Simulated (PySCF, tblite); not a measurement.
# Si₂HCl₆+, a small gas-phase stand-in for a defect centre (Si site with back bonds Cl, Cl, Cl): NMR shifts, core binding energies and electronic excitations

Wanted: the NMR shifts, core binding energies and electronic excitations for `Cl[Si](Cl)(Cl)[H][Si](Cl)(Cl)Cl`. It is drawn as: bond-centre hydrogen.

Computed with tblite 0.8.0 and PySCF 2.14.0; each step states its level. No surroundings beyond the atoms listed, unless a continuum is named. Atoms count from 0, parts from 1.

### 1 The system as given

9 atoms, charge 1, multiplicity 1; geometry: distance geometry start.

### 2 Geometry optimisation with GFN2-xTB

What the job is given:

```
{"job": {"kind": "relax", "xc": "GFN2-xTB", "basis": "xTB"}, "charge": 1, "multiplicity": 1}
Si    -2.063631     1.103801     0.404791
Cl    -1.648995     3.138848     0.907136
Cl    -3.187736     0.213056     1.960258
Cl    -3.153576     1.043951    -1.430411
H     -0.828490     0.401341     0.234615
Si     0.279814    -0.436449    -0.108641
Cl     0.016605    -1.176615    -2.078686
Cl     2.069009     0.728233    -0.039458
Cl     0.416701    -2.027105     1.279460
```

Method: GFN2-xTB geometry optimisation, gas phase.

Run with:

```bash
$ OMP_NUM_THREADS=1 python cluster_run.py task.json out
```

The driver reads the jobs from task.json and runs them one after another.

**Question.** The jobs that follow are: PBE0-D3(BJ)/def2-SVP geometry optimisation, gas phase; GIAO PBE0/pcSseg-1 NMR shielding, non-relativistic, gas phase; delta-SCF UKS SCAN, pcX-2 on the ionised atom, pcseg-1 elsewhere, spin-free X2C; TDDFT CAM-B3LYP/def2-SVPD, vertical, gas phase, core orbitals frozen in the response. Predict: point group; rotational constants (main isotopes); ¹H shifts against TMS (PBE0/pcSseg-1); ²⁹Si shifts against TMS (PBE0/pcSseg-1, means over atoms taken as alike); ³⁵Cl shifts against HCl (PBE0/pcSseg-1, means over atoms taken as alike); Si2p binding energies, SCAN/pcX-2; Cl2p binding energies, SCAN/pcX-2; lowest singlet (CAM-B3LYP/def2-SVPD); brightest single state of those computed; lowest triplet; vertical ionisation energy (ΔSCF); vertical electron affinity (ΔSCF).

The runs gave:

| quantity | value |
| --- | --- |
| point group | D3 |
| rotational constants (main isotopes) | 0.63, 0.36, 0.36 GHz |
| ¹H shifts against TMS (PBE0/pcSseg-1) | 6.67 ppm |
| ²⁹Si shifts against TMS (PBE0/pcSseg-1, means over atoms taken as alike) | 32.5 ppm |
| ³⁵Cl shifts against HCl (PBE0/pcSseg-1, means over atoms taken as alike) | 216 ppm |
| Si2p binding energies, SCAN/pcX-2 | Si0 114.87 eV |
| Cl2p binding energies, SCAN/pcX-2 | Cl1 211.94 eV |
| lowest singlet (CAM-B3LYP/def2-SVPD) | 5.73 eV (216 nm), f = 0.000 |
| brightest single state of those computed | state 5, 6.36 eV, f = 0.547 |
| lowest triplet | 5.28 eV |
| vertical ionisation energy (ΔSCF) | 16.18 eV |
| vertical electron affinity (ΔSCF) | 6.04 eV |

The start of the PBE0/def2-SVP relaxation was shaken at random by about 0.01 Å, so part of the energy gained, and of the first lengths quoted, undoes that. The optimisation took 8 steps and gained 0.219 eV; among the close pairs (by a distance rule), H4–Si5 changed most, from 1.788 to 1.629 Å (PBE0/def2-SVP). At PBE0/pcSseg-1: Shielding is most anisotropic at Cl1, Cl2, Cl3, Cl6, Cl7, Cl8 (span 295 ppm, paramagnetic term -420 ppm). The first singlet state (HOMO→LUMO 0.98) lies at 5.73 eV and is dark; of the 6 states computed, the strongest absorption comes from state 5 at 6.36 eV. The lowest triplet lies 0.45 eV below the lowest singlet (triplets in Tamm-Dancoff, singlets in full TDDFT). ΔSCF puts the ionisation energy at 16.18 eV, 0.77 eV above −ε(HOMO).
